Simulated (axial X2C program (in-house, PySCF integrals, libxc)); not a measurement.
**A two-component session on TeTi⁺: properties at the nuclei**

Wanted for TeTi⁺: properties at the nuclei, at the two-component level.

The runs use an in-house X2C program for linear molecules on PySCF integrals; two-component X2C with atomic mean-field terms, Te dyall-cv3z, Ti dyall-cv3z.

All values are calculated.

### 1 The job

task.json

```json
{"zs": [52, 22], "q": 1, "bas": ["dyall-cv3z", "dyall-cv3z"], "r0": 2.45, "levels": ["PBE0", "HF", "LDA", "r2SCAN", "BP86"], "nst": 3}
```

Keys: zs atomic numbers; q charge; bas basis sets; r0 starting distance in Å; levels methods (HF also brings MP2); nst determinants followed.

On the command line:

```bash
python soeom.py task.json out
```

After this run come: Expectation values, lowest determinant; Expectation values, a higher determinant; Expectation values, a higher determinant.

Before running it: what results should come out? Wanted: lowest determinant; Eeff magnitude; Ws magnitude Te; A∥/gI Te; qzz Te; higher determinant (for each run or level that gives them).

As calculated:

```
                                        quantity                                    value
                              lowest determinant  Ω = 5/2 (excess of +ω over −ω: ω = 5/2)
                    Eeff magnitude (GV/cm), PBE0                                    0.774
                     Ws magnitude Te (kHz), PBE0                                    0.201
                            A∥/gI Te (MHz), PBE0                                     24.9
                             qzz Te (a.u.), PBE0                                    -3.77
                              higher determinant  Ω = 3/2 (excess of +ω over −ω: ω = 3/2)
Eeff magnitude (GV/cm), PBE0, higher determinant                                    0.575
 Ws magnitude Te (kHz), PBE0, higher determinant                                    0.262
        A∥/gI Te (MHz), PBE0, higher determinant                                     -172
         qzz Te (a.u.), PBE0, higher determinant                                    -3.95
                              higher determinant  Ω = 1/2 (excess of +ω over −ω: ω = 1/2)
Eeff magnitude (GV/cm), PBE0, higher determinant                                     0.74
 Ws magnitude Te (kHz), PBE0, higher determinant                                     1.07
        A∥/gI Te (MHz), PBE0, higher determinant                                     1470
         qzz Te (a.u.), PBE0, higher determinant                                    -4.42
```

In the first state, the effective field runs from 0.0548 to 2.49 GV/cm over the mean-field levels, so the levels don't agree on it. The expectation values come from single determinants, which for open shells can mix terms of unlike spin or miss the lowest Ω, so a determinant need not be a state. Eeff is the effective electric field on the electron dipole moment in this Ω state and Ws the scalar–pseudoscalar constant (defined with the proton number Z and per Ω); A∥ is the parallel hyperfine constant, which follows by multiplying with the nuclear g factor gI = μI/(I μN); qzz is the electric field gradient, eQq0 = 234.96 MHz × Q/barn × qzz. The operators were transformed with the bare-nucleus X2C matrices. A second determinant lies within 0.1 eV of the first, so their order is not settled at this level.
